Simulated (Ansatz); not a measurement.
Born–Oppenheimer molecular dynamics of a periodic cell of 17 atoms, Ta$_{8}$C$_{8}$F (host TaC, host structure Fm-3m, interstitial F). It starts from a relaxed structure.

Method: DFT PBE, scalar-relativistic, plane waves, PAW in Ansatz. Settings: PAW set soft_1, cutoff 420 eV, k mesh 2x2x2, fermi-dirac smearing 0.1 eV, no spin polarisation.

```json
{
  "ensemble": "NVT, Langevin thermostat",
  "time step": "1 fs",
  "steps asked": "210",
  "set temperature": "600 K",
  "friction": "0.05 /fs",
  "seed": "852592"
}
```

Frames 2 fs apart, positions in Å, forces in eV/Å.

Velocities at 150 fs (Å/ps):

```
Ta 0.23 0.18 1.04
C 0.55 0.05 1.61
Ta -1.44 -0.54 0.76
C 5.35 5.63 -2.78
Ta -1.99 -2.22 2.18
C 0.10 3.06 -3.22
Ta -0.88 -1.65 -0.14
C -3.53 2.84 7.77
Ta -0.48 0.12 1.13
C 8.08 -1.52 -0.99
Ta -1.54 -0.62 -1.00
C -7.07 3.46 14.14
Ta -3.23 0.90 -0.40
C 0.54 10.55 -6.72
Ta 2.90 -0.93 1.07
C 6.62 0.57 -5.02
F 4.38 -0.29 1.86
```

```xyz
17
Lattice="0.0000 4.4540 4.4540 4.4540 0.0000 4.4540 4.4540 4.4540 0.0000" Properties=species:S:1:pos:R:3:forces:R:3 time_fs=150 energy_less_start_eV=1.083 T=423
Ta -0.113 0.020 -0.020 0.98 0.01 -0.27
C 2.223 2.312 2.304 0.27 -1.44 -1.87
Ta 2.220 2.306 0.015 -0.83 -0.33 0.11
C 4.504 4.518 2.183 0.30 -0.52 0.81
Ta 2.256 -0.092 2.156 -0.83 0.67 -0.04
C 4.515 2.234 4.457 -0.50 0.19 0.48
Ta 4.329 2.328 2.223 0.90 0.08 0.71
C 6.708 4.364 4.286 0.68 0.47 0.23
Ta 0.090 2.303 2.359 -0.95 -0.53 -0.91
C 2.161 4.461 4.359 0.41 0.14 2.97
Ta 2.443 4.407 2.420 -1.79 1.60 -2.46
C 4.336 6.742 4.468 0.60 0.79 -0.80
Ta 2.391 2.273 4.340 -0.99 -0.15 1.81
C 4.349 4.394 6.773 -0.25 -0.32 0.52
Ta 4.327 4.450 4.461 0.89 -1.45 -0.86
C 6.854 6.766 6.820 -0.32 -0.23 -0.48
F 5.614 5.495 5.637 1.43 1.02 0.06
17
Lattice="0.0000 4.4540 4.4540 4.4540 0.0000 4.4540 4.4540 4.4540 0.0000" Properties=species:S:1:pos:R:3:forces:R:3 time_fs=152 energy_less_start_eV=1.092 T=454
Ta -0.113 0.021 -0.018 0.92 0.10 -0.34
C 2.223 2.306 2.307 0.25 -1.32 -1.95
Ta 2.216 2.305 0.019 -0.86 -0.21 0.03
C 4.518 4.529 2.185 -0.01 -0.64 0.76
Ta 2.252 -0.096 2.159 -0.72 0.77 0.01
C 4.513 2.244 4.455 -0.50 0.02 0.56
Ta 4.327 2.326 2.224 0.84 0.14 0.75
C 6.704 4.377 4.302 0.90 0.09 -0.13
Ta 0.090 2.302 2.362 -0.95 -0.39 -0.82
C 2.175 4.457 4.359 0.21 0.25 3.04
Ta 2.440 4.407 2.418 -1.49 1.49 -2.38
C 4.324 6.750 4.495 0.76 0.72 -1.24
Ta 2.385 2.275 4.340 -0.84 -0.17 1.88
C 4.353 4.408 6.761 -0.42 -0.57 0.84
Ta 4.333 4.448 4.465 0.90 -1.31 -0.88
C 6.857 6.771 6.802 -0.28 -0.22 -0.10
F 5.624 5.492 5.642 1.27 1.24 -0.04
17
Lattice="0.0000 4.4540 4.4540 4.4540 0.0000 4.4540 4.4540 4.4540 0.0000" Properties=species:S:1:pos:R:3:forces:R:3 time_fs=154 energy_less_start_eV=1.102 T=432
Ta -0.114 0.022 -0.015 0.84 0.21 -0.35
C 2.220 2.295 2.300 0.29 -1.12 -1.80
Ta 2.215 2.304 0.025 -0.87 -0.05 -0.10
C 4.528 4.533 2.191 -0.25 -0.63 0.69
Ta 2.247 -0.100 2.162 -0.56 0.91 0.06
C 4.507 2.258 4.455 -0.42 -0.17 0.62
Ta 4.325 2.328 2.227 0.77 0.14 0.79
C 6.700 4.395 4.316 1.11 -0.38 -0.47
Ta 0.093 2.303 2.365 -1.04 -0.29 -0.77
C 2.186 4.452 4.356 0.04 0.39 3.15
Ta 2.438 4.408 2.417 -1.28 1.35 -2.32
C 4.319 6.760 4.518 0.81 0.62 -1.60
Ta 2.377 2.277 4.340 -0.70 -0.18 1.78
C 4.360 4.419 6.763 -0.59 -0.75 0.94
Ta 4.337 4.446 4.468 0.93 -1.16 -0.85
C 6.850 6.777 6.780 -0.09 -0.24 0.33
F 5.632 5.489 5.646 1.01 1.36 -0.09
17
Lattice="0.0000 4.4540 4.4540 4.4540 0.0000 4.4540 4.4540 4.4540 0.0000" Properties=species:S:1:pos:R:3:forces:R:3 time_fs=156 energy_less_start_eV=1.063 T=550
Ta -0.114 0.025 -0.015 0.79 0.29 -0.31
C 2.220 2.281 2.286 0.29 -0.86 -1.51
Ta 2.214 2.301 0.031 -0.88 0.13 -0.23
C 4.533 4.532 2.197 -0.41 -0.53 0.62
Ta 2.243 -0.105 2.165 -0.45 1.11 0.12
C 4.492 2.270 4.459 -0.10 -0.33 0.59
Ta 4.324 2.329 2.229 0.74 0.07 0.75
C 6.702 4.418 4.327 1.22 -0.92 -0.77
Ta 0.097 2.306 2.366 -1.11 -0.27 -0.79
C 2.197 4.449 4.362 -0.11 0.53 3.04
Ta 2.435 4.410 2.416 -1.15 1.18 -2.15
C 4.321 6.768 4.524 0.75 0.52 -1.67
Ta 2.371 2.280 4.341 -0.63 -0.16 1.56
C 4.362 4.427 6.767 -0.59 -0.79 0.88
Ta 4.342 4.444 4.470 0.99 -0.98 -0.79
C 6.843 6.790 6.758 0.10 -0.39 0.74
F 5.648 5.491 5.647 0.55 1.40 -0.08
17
Lattice="0.0000 4.4540 4.4540 4.4540 0.0000 4.4540 4.4540 4.4540 0.0000" Properties=species:S:1:pos:R:3:forces:R:3 time_fs=158 energy_less_start_eV=1.000 T=726
Ta -0.114 0.027 -0.014 0.78 0.40 -0.28
C 2.217 2.268 2.268 0.32 -0.53 -1.12
Ta 2.213 2.299 0.038 -0.89 0.30 -0.35
C 4.538 4.530 2.197 -0.59 -0.42 0.64
Ta 2.240 -0.110 2.168 -0.40 1.35 0.18
C 4.471 2.280 4.471 0.35 -0.39 0.41
Ta 4.321 2.332 2.232 0.71 -0.01 0.64
C 6.707 4.449 4.332 1.26 -1.48 -0.99
Ta 0.101 2.309 2.368 -1.16 -0.21 -0.88
C 2.209 4.455 4.381 -0.26 0.54 2.50
Ta 2.433 4.416 2.414 -1.01 0.92 -1.70
C 4.327 6.780 4.516 0.67 0.33 -1.39
Ta 2.367 2.285 4.342 -0.64 -0.08 1.24
C 4.355 4.437 6.771 -0.43 -0.80 0.75
Ta 4.348 4.441 4.470 1.06 -0.77 -0.72
C 6.838 6.805 6.735 0.26 -0.61 1.14
F 5.665 5.493 5.649 -0.03 1.46 -0.08
17
Lattice="0.0000 4.4540 4.4540 4.4540 0.0000 4.4540 4.4540 4.4540 0.0000" Properties=species:S:1:pos:R:3:forces:R:3 time_fs=160 energy_less_start_eV=0.971 T=717
Ta -0.117 0.029 -0.013 0.80 0.55 -0.12
C 2.221 2.255 2.253 0.21 -0.23 -0.77
Ta 2.215 2.298 0.044 -0.91 0.43 -0.45
C 4.539 4.528 2.203 -0.69 -0.32 0.63
Ta 2.237 -0.115 2.169 -0.39 1.62 0.33
C 4.454 2.287 4.487 0.74 -0.41 0.20
Ta 4.317 2.333 2.235 0.75 -0.11 0.55
C 6.707 4.477 4.337 1.35 -1.97 -1.17
Ta 0.105 2.314 2.371 -1.13 -0.18 -1.00
C 2.218 4.465 4.416 -0.36 0.51 1.57
Ta 2.431 4.423 2.412 -0.91 0.66 -1.02
C 4.340 6.795 4.500 0.53 0.06 -0.95
Ta 2.364 2.289 4.345 -0.67 0.05 0.92
C 4.345 4.445 6.789 -0.14 -0.71 0.37
Ta 4.354 4.439 4.469 1.15 -0.58 -0.61
C 6.834 6.819 6.712 0.41 -0.85 1.54
F 5.680 5.496 5.652 -0.72 1.48 -0.01
17
Lattice="0.0000 4.4540 4.4540 4.4540 0.0000 4.4540 4.4540 4.4540 0.0000" Properties=species:S:1:pos:R:3:forces:R:3 time_fs=162 energy_less_start_eV=1.007 T=726
Ta -0.120 0.031 -0.013 0.88 0.71 0.10
C 2.221 2.237 2.239 0.19 0.14 -0.38
Ta 2.218 2.297 0.049 -0.90 0.50 -0.52
C 4.536 4.527 2.212 -0.70 -0.29 0.57
Ta 2.235 -0.119 2.170 -0.43 1.94 0.52
C 4.442 2.288 4.498 1.04 -0.35 0.05
Ta 4.313 2.334 2.236 0.76 -0.18 0.51
C 6.711 4.498 4.343 1.32 -2.33 -1.28
Ta 0.108 2.319 2.373 -1.06 -0.20 -1.16
C 2.227 4.473 4.457 -0.46 0.46 0.53
Ta 2.429 4.429 2.409 -0.70 0.26 -0.21
C 4.362 6.808 4.481 0.30 -0.23 -0.41
Ta 2.361 2.293 4.350 -0.68 0.21 0.54
C 4.336 4.449 6.809 0.15 -0.55 -0.10
Ta 4.360 4.437 4.469 1.26 -0.42 -0.48
C 6.833 6.834 6.701 0.53 -1.19 1.81
F 5.703 5.500 5.663 -1.50 1.50 -0.08
17
Lattice="0.0000 4.4540 4.4540 4.4540 0.0000 4.4540 4.4540 4.4540 0.0000" Properties=species:S:1:pos:R:3:forces:R:3 time_fs=164 energy_less_start_eV=1.109 T=574
Ta -0.122 0.032 -0.013 0.96 0.91 0.28
C 2.222 2.215 2.228 0.15 0.53 -0.06
Ta 2.221 2.296 0.052 -0.89 0.53 -0.57
C 4.525 4.520 2.222 -0.52 -0.15 0.50
Ta 2.233 -0.122 2.172 -0.51 2.16 0.72
C 4.432 2.296 4.497 1.27 -0.41 0.08
Ta 4.310 2.334 2.234 0.74 -0.26 0.51
C 6.714 4.513 4.341 1.24 -2.54 -1.18
Ta 0.109 2.324 2.375 -0.96 -0.23 -1.30
C 2.230 4.481 4.501 -0.48 0.39 -0.57
Ta 2.429 4.434 2.403 -0.55 -0.14 0.58
C 4.384 6.826 4.469 0.05 -0.57 -0.04
Ta 2.357 2.295 4.354 -0.68 0.39 0.17
C 4.329 4.451 6.825 0.37 -0.43 -0.50
Ta 4.365 4.435 4.470 1.30 -0.26 -0.37
C 6.829 6.844 6.697 0.68 -1.44 2.00
F 5.722 5.505 5.675 -2.17 1.49 -0.24
17
Lattice="0.0000 4.4540 4.4540 4.4540 0.0000 4.4540 4.4540 4.4540 0.0000" Properties=species:S:1:pos:R:3:forces:R:3 time_fs=166 energy_less_start_eV=1.241 T=606
Ta -0.124 0.034 -0.011 1.05 1.11 0.29
C 2.233 2.195 2.217 -0.20 0.88 0.21
Ta 2.225 2.297 0.054 -0.86 0.52 -0.61
C 4.508 4.510 2.226 -0.21 0.07 0.49
Ta 2.232 -0.127 2.175 -0.60 2.32 0.88
C 4.422 2.311 4.486 1.50 -0.55 0.23
Ta 4.307 2.334 2.234 0.84 -0.34 0.47
C 6.719 4.523 4.330 1.08 -2.57 -0.90
Ta 0.110 2.331 2.377 -0.83 -0.28 -1.41
C 2.229 4.487 4.539 -0.44 0.37 -1.51
Ta 2.428 4.439 2.397 -0.60 -0.37 1.09
C 4.406 6.849 4.464 -0.23 -0.94 0.09
Ta 2.352 2.296 4.357 -0.68 0.55 -0.12
C 4.325 4.452 6.829 0.47 -0.37 -0.64
Ta 4.369 4.435 4.469 1.29 -0.13 -0.30
C 6.819 6.848 6.699 0.93 -1.59 2.13
F 5.733 5.516 5.680 -2.52 1.32 -0.39
17
Lattice="0.0000 4.4540 4.4540 4.4540 0.0000 4.4540 4.4540 4.4540 0.0000" Properties=species:S:1:pos:R:3:forces:R:3 time_fs=168 energy_less_start_eV=1.389 T=595
Ta -0.124 0.038 -0.008 1.14 1.31 0.22
C 2.254 2.172 2.210 -0.75 1.26 0.42
Ta 2.228 2.298 0.055 -0.81 0.49 -0.62
C 4.487 4.502 2.232 0.24 0.27 0.45
Ta 2.232 -0.133 2.176 -0.70 2.41 1.04
C 4.413 2.324 4.476 1.70 -0.68 0.41
Ta 4.304 2.333 2.237 1.02 -0.40 0.43
C 6.727 4.524 4.312 0.78 -2.37 -0.37
Ta 0.110 2.337 2.379 -0.66 -0.30 -1.48
C 2.230 4.495 4.572 -0.43 0.32 -2.34
Ta 2.429 4.446 2.393 -0.85 -0.49 1.35
C 4.426 6.878 4.465 -0.51 -1.34 0.08
Ta 2.347 2.296 4.360 -0.70 0.67 -0.38
C 4.319 4.453 6.827 0.62 -0.34 -0.65
Ta 4.371 4.434 4.468 1.31 -0.03 -0.20
C 6.807 6.849 6.710 1.21 -1.74 2.16
F 5.736 5.534 5.683 -2.60 0.96 -0.52
17
Lattice="0.0000 4.4540 4.4540 4.4540 0.0000 4.4540 4.4540 4.4540 0.0000" Properties=species:S:1:pos:R:3:forces:R:3 time_fs=170 energy_less_start_eV=1.545 T=627
Ta -0.125 0.042 -0.006 1.23 1.47 0.08
C 2.280 2.153 2.202 -1.46 1.56 0.67
Ta 2.230 2.299 0.058 -0.74 0.44 -0.70
C 4.461 4.497 2.241 0.83 0.43 0.31
Ta 2.230 -0.136 2.177 -0.82 2.32 1.13
C 4.408 2.333 4.460 1.78 -0.76 0.64
Ta 4.301 2.333 2.241 1.32 -0.49 0.37
C 6.737 4.522 4.297 0.44 -2.15 0.11
Ta 0.110 2.342 2.381 -0.51 -0.36 -1.52
C 2.227 4.492 4.592 -0.35 0.42 -2.82
Ta 2.431 4.451 2.391 -1.29 -0.51 1.43
C 4.445 6.902 4.466 -0.78 -1.70 0.02
Ta 2.341 2.297 4.364 -0.63 0.73 -0.63
C 4.308 4.448 6.818 0.80 -0.22 -0.55
Ta 4.372 4.434 4.468 1.32 0.02 -0.08
C 6.797 6.844 6.727 1.45 -1.70 2.12
F 5.736 5.554 5.685 -2.60 0.49 -0.59
17
Lattice="0.0000 4.4540 4.4540 4.4540 0.0000 4.4540 4.4540 4.4540 0.0000" Properties=species:S:1:pos:R:3:forces:R:3 time_fs=172 energy_less_start_eV=1.594 T=531
Ta -0.128 0.045 -0.003 1.43 1.51 -0.06
C 2.299 2.140 2.200 -1.99 1.68 0.80
Ta 2.231 2.300 0.062 -0.63 0.33 -0.77
C 4.442 4.488 2.251 1.34 0.61 0.15
Ta 2.229 -0.137 2.177 -0.88 1.99 1.10
C 4.409 2.337 4.445 1.76 -0.79 0.88
Ta 4.295 2.333 2.245 1.63 -0.59 0.29
C 6.752 4.513 4.287 -0.04 -1.81 0.52
Ta 0.111 2.349 2.384 -0.43 -0.48 -1.56
C 2.222 4.488 4.595 -0.23 0.51 -2.88
Ta 2.434 4.456 2.391 -1.70 -0.42 1.39
C 4.464 6.916 4.468 -1.05 -1.80 -0.07
Ta 2.334 2.298 4.368 -0.49 0.76 -0.76
C 4.301 4.441 6.805 0.91 -0.11 -0.34
Ta 4.375 4.433 4.468 1.28 -0.01 0.00
C 6.800 6.830 6.749 1.50 -1.36 1.94
F 5.729 5.573 5.686 -2.39 -0.02 -0.62
```

Of the whole run (210 fs, mean temperature of the second half 540 K): The mean temperature of the second half is 10 % below the set value. A run of 0.21 ps of so small a system gives no equilibrium averages. Limits of this set-up: coarse k mesh, odd electron count without spin, a small cell, in which the defect meets its images.

Time of the run: 20 min on 1 thread of Arm Neoverse V1 (shared host), peak memory 0.57 GiB.
